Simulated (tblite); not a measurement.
# C8H13BO: the cost of one run

The runs use tblite 0.8.0 and PySCF 2.14.0, with density-fitted response routines of our own; the level of theory stands in each step. All values are computed, except where a source is named. Atoms count from 0, in the outputs and in this text.

## Step 1: The starting structure

23 atoms, charge 0, multiplicity 1; geometry from: force field or distance geometry start.

Bonds of the start (Å): B0–C1 1.58, C1–C2 1.55, C2–C3 1.53, C3–C4 1.53, C4–C5 1.47, C5–C6 1.21, C6–C7 1.47, C4–C8 1.55, C8–O9 1.43, O9–C1 1.43, B0–H10 1.19, B0–H11 1.19, C1–H12 1.10, C2–H13 1.12, C2–H14 1.11, C3–H15 1.10, C3–H16 1.13, C4–H17 1.12, C7–H18 1.10, C7–H19 1.11, C7–H20 1.11, C8–H21 1.12, C8–H22 1.12.

## Step 2: Optimising the geometry with GFN2-xTB

The job: settings as JSON, then the geometry in Å.

```
{"job": {"kind": "relax", "xc": "GFN2-xTB", "basis": "xTB"}, "charge": 0, "multiplicity": 1}
B     -3.815600     0.075200     0.382400
C     -2.295000     0.349800     0.031200
C     -1.706100    -0.777300    -0.854900
C     -0.204100    -0.941300    -0.645500
C      0.442900     0.379000    -0.223600
C      1.878800     0.198400     0.010600
C      3.064100     0.053100     0.209700
C      4.500500    -0.126700     0.461100
C     -0.262700     0.969800     1.018500
O     -1.563400     0.424800     1.253000
H     -4.653800     0.852800     0.050800
H     -4.142700    -0.895000     0.982000
H     -2.259600     1.319700    -0.493500
H     -1.902000    -0.514000    -1.925300
H     -2.209700    -1.744300    -0.657300
H      0.262600    -1.338000    -1.555000
H     -0.038400    -1.695100     0.173300
H      0.332400     1.088200    -1.077900
H      5.071000     0.534700    -0.214000
H      4.776300    -1.186700     0.270000
H      4.722100     0.131200     1.515500
H     -0.344400     2.081200     0.919300
H      0.341900     0.787300     1.943900
```

Launch:

```
$ OMP_NUM_THREADS=1 python probes_run.py task.json out
```

This one command runs all jobs of the session in turn.

**Question.** How long does this first job take on 1 thread of Arm Neoverse N1, shared host, and how much memory does it need?

About 1.2 s, with a peak of 0.18 GiB.
